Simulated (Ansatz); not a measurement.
# CH7BClNO: the cost of one run

All numbers below are computed with Ansatz 0.2.0 (RHF/6-31G*).

## Step 1: The starting structure

Bond lengths: N2–H3 1.060 Å, N2–H4 1.060 Å, B1–H5 1.190 Å, B1–Cl6 1.860 Å, B1–O7 1.710 Å, O7–C8 1.420 Å, C8–H9 1.110 Å, C8–H10 1.110 Å, C8–H11 1.110 Å, N2–H12 1.135 Å. Angles: H3–N2–H4 120.0°, H3–N2–H12 97.7°, H4–N2–H12 98.8°, H5–B1–Cl6 120.0°, H5–B1–O7 114.2°, Cl6–B1–O7 84.6°, B1–O7–C8 125.0°, O7–C8–H9 109.5°, O7–C8–H10 109.5°, O7–C8–H11 109.5°, H9–C8–H10 109.4°, H9–C8–H11 109.4°, H10–C8–H11 109.4°.

Coordinates:

```xyz
12

B     0.0000    0.0000    0.0000
N     0.0000    0.0000    1.9000
H    -0.8770   -0.2713    2.4300
H     0.8770    0.2713    2.4300
H     1.0305    0.0000   -0.5950
Cl   -1.6108    0.0000   -0.9300
O    -0.4975    1.5446    0.5392
C    -1.7510    2.1445    0.2471
H    -2.3922    1.4181   -0.2945
H    -2.2486    2.4428    1.1934
H    -1.5934    3.0423   -0.3864
H    -0.3332    1.0344    1.5734
```

## Step 2: A restrained relaxation towards end A

Springs on the bonds that form and break draw the guess towards this end; the thresholds are loose.

File input.yaml:

```yaml
crystal:
  periodic: [false, false, false]
  atoms:
    - { symbol: B, position_ang: [0.0, 0.0, 0.0] }
    - { symbol: "N", position_ang: [0.0, 0.0, 1.9] }
    - { symbol: H, position_ang: [-0.877, -0.2713, 2.43] }
    - { symbol: H, position_ang: [0.877, 0.2713, 2.43] }
    - { symbol: H, position_ang: [1.0305, 0.0, -0.595] }
    - { symbol: Cl, position_ang: [-1.6108, 0.0, -0.93] }
    - { symbol: O, position_ang: [-0.4975, 1.5446, 0.5392] }
    - { symbol: C, position_ang: [-1.751, 2.1445, 0.2471] }
    - { symbol: H, position_ang: [-2.3922, 1.4181, -0.2945] }
    - { symbol: H, position_ang: [-2.2486, 2.4428, 1.1934] }
    - { symbol: H, position_ang: [-1.5934, 3.0423, -0.3864] }
    - { symbol: H, position_ang: [-0.3332, 1.0344, 1.5734] }
basis:
  gaussian: { orbitals: "6-31G*" }
hamiltonian:
  xc: hf
relax:
  f_tol: 0.15
  max_steps: 25
  restrain:
    - { distance: [0, 6], at: 2.61, k: 30.0 }
    - { distance: [11, 1], at: 2.26, k: 30.0 }
    - { distance: [0, 1], at: 1.55, k: 30.0 }
    - { distance: [11, 6], at: 1.01, k: 30.0 }
```

Started as:

```
$ ansatz run input.yaml --threads 1 --pin off --max-ram 2048MiB --backend cpu --events-out ev --progress --plain --runs-dir out
```

**Question.** How long does this run take on 1 thread of AMD EPYC 9R45 (Zen 5), shared host, and how much memory does it need?

About 17 s, with a peak of 0.19 GiB.
